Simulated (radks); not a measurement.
**Hf³⁺ in [Xe] 4f14 5d1: an all-electron calculation**

One table from this session's results is given with a row withheld; the runs are named, their logs left out.

Program: radks (a radial shooting solver on a logarithmic mesh, Libxc functionals) version 1. Level of theory: non-relativistic Kohn-Sham, PBE, spin-unpolarised, spherical densities, point nucleus. These are calculated values, not measurements, unless marked.

## Starting point

| Item | Value |
| --- | --- |
| element | hafnium (Z = 72) |
| charge | +3 |
| electrons | 69 |
| configuration | [Xe] 4f14 5d1 |

The outer shells:

Hf³⁺
```
[Xe] core
4f [↑↓][↑↓][↑↓][↑↓][↑↓][↑↓][↑↓]
5d [↑ ][  ][  ][  ][  ]
```

The first run:

Input:

```text
Z 72
configuration [Xe] 4f14 5d1 6s0 6p0
relativity non-relativistic
functional pbe,pbe
spin unpolarised
nucleus point
```

Command:

```
> python run_ks.py task.json out
```

The same process makes all the runs of this session.

One table of the session follows, with a row left open; its other results are not shown here.

It belongs to the step «Shells». From the orbitals of this run (lengths in bohr):

| level | <r> | outermost maximum (interpolated) | 90 % within | nodes |
| --- | --- | --- | --- | --- |
| 1s | ? | ? | ? | ? |
| 2s | 0.08903 | 0.0761 | 0.136 | 1 |
| 2p | 0.07534 | 0.0591 | 0.122 | 0 |
| 3s | 0.2268 | 0.210 | 0.331 | 2 |
| 3p | 0.2167 | 0.198 | 0.323 | 1 |
| 3d | 0.1904 | 0.156 | 0.295 | 0 |
| 4s | 0.5080 | 0.473 | 0.729 | 3 |
| 4p | 0.5166 | 0.475 | 0.750 | 2 |
| 4d | 0.5376 | 0.473 | 0.806 | 1 |
| 5s | 1.233 | 1.11 | 1.77 | 4 |
| 5p | 1.368 | 1.20 | 2.00 | 3 |
| 4f | 0.6493 | 0.447 | 1.09 | 0 |
| 5d | 1.904 | 1.55 | 2.90 | 2 |
| 6s | 2.970 | 2.74 | 4.21 | 5 |
| 6p | 3.413 | 3.15 | 4.85 | 4 |

Q: Estimate the row for 1s from the others.

The run gave: <r>: 0.02104; outermost maximum (interpolated): 0.0140; 90 % within: 0.0374; nodes: 0. In the column «<r>» it is the lowest.

Caveats from the session: Relativity is left out here, which matters for elements this heavy. Spin polarisation and multiplet splitting are left out.
